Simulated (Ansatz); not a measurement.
# LiSb3: the cost of one run

All numbers are computed with Ansatz 0.2.0, driven from Python. Level of theory: DFT PBE, plane waves, PAW.

### Step 1. Starting point

It takes space group Pm-3m (No. 221, cubic). Conventional cell: a = 4.681 Å, b = 4.681 Å, c = 4.681 Å, α = 90.00°, β = 90.00°, γ = 90.00°. Li (site symmetry m-3m) is surrounded by 12 Sb at 3.31 Å. Around Sb (site symmetry 4/mmm) lie 4 Li at 3.31 Å and 8 Sb at 3.31 Å.

No structure file is read: the coordinates are typed or built in the script.

### Step 2. The code

The input, strain_lisb3.py:

```python
'''Energy of LiSb3 under biaxial strain, ions carried with the cell.'''

import ansatz as az
import matplotlib.pyplot as plt
import numpy as np

SCF_TOL = 1e-08
OCCUPATIONS = 'gaussian'
SMEARING_WIDTH = 0.02
CUTOFF = 520
KGRID = (4, 4, 4)

VECTORS = np.array([
    [4.681021, 0.0, 0.0],
    [0.0, 4.681021, 0.0],
    [0.0, 0.0, 4.681021],
])
SITES = [
    ('Li', (0.0, 0.0, 0.0)),
    ('Sb', (0.5, 0.0, 0.5)),
    ('Sb', (0.0, 0.5, 0.5)),
    ('Sb', (0.5, 0.5, 0.0)),
]


def build(cell):
    crystal = az.Crystal(lattice=az.Lattice.of(cell))
    for symbol, position in SITES:
        crystal = crystal.atom(symbol, position)
    return crystal


def main() -> None:
    # clamped ions: the fractional positions stay as typed
    values = np.linspace(-0.02, 0.02, 5)
    energies = []
    for d in values:
        strain = np.diag([d, d, 0])
        cell = VECTORS @ (np.eye(3) + strain)
        model = (
            build(cell).calculation()
            .pseudopotentials('paw')
            .scf(tolerance=SCF_TOL)
            .occupations(OCCUPATIONS, width=SMEARING_WIDTH)
            .basis(CUTOFF)
            .kpoints(*KGRID)
            .stress()
        )
        r = model.run().report
        energies.append(r['free_energy_ev'] / len(SITES))
        s = r['stress_gpa']
        print(f'd = {d:+.4f}  stress xx yy zz xy (GPa, compression positive): {s[0][0]:8.3f} {s[1][1]:8.3f} {s[2][2]:8.3f} {s[0][1]:8.3f}')
    energies = np.array(energies)

    for value, e in zip(values, energies):
        print(f'strain {value:7.3f}   E - Emin = {1000 * (e - energies.min()):9.3f} meV/atom')
    plt.figure(figsize=(4.5, 3))
    plt.plot(values, 1000 * (energies - energies.min()), 'o-')
    plt.xlabel('strain')
    plt.ylabel('meV/atom')
    plt.tight_layout()
    plt.savefig('strain.png', dpi=100)
    curvature = 2 * np.polyfit(values, energies, 3)[1]
    volume = abs(np.linalg.det(VECTORS)) / len(SITES)
    print(f'd2E/dd2 over the volume: {curvature / volume * 160.21766:.1f} GPa')


if __name__ == '__main__':
    main()
```

### Step 3. The calls as engine input

The engine receives this input (first run):

```yaml
crystal:
  lattice:
    - [4.587400580000001, 0.0, 0.0]
    - [0.0, 4.587400580000001, 0.0]
    - [0.0, 0.0, 4.681021]
  atoms:
    - { symbol: Li, position: [0.0, 0.0, 0.0] }
    - { symbol: Sb, position: [0.5, 0.0, 0.5] }
    - { symbol: Sb, position: [0.0, 0.5, 0.5] }
    - { symbol: Sb, position: [0.5, 0.5, 0.0] }
basis:
  ecutwfc: 520.0
kpoints:
  mp_grid:
    grid: [4, 4, 4]
hamiltonian:
  pseudopotentials:
    kind: paw
scf:
  convergence:
    dr2_threshold: 1.0e-08
  occupations:
    method: gaussian
    width: 0.02
output:
  stress: true
```

### Step 4. Running it

On the command line:

```console
$ python strain_lisb3.py
```

Q: Estimate wall time and peak memory on 1 thread of Arm Neoverse V1, shared host.

About 19 s, with a peak of 0.47 GiB.
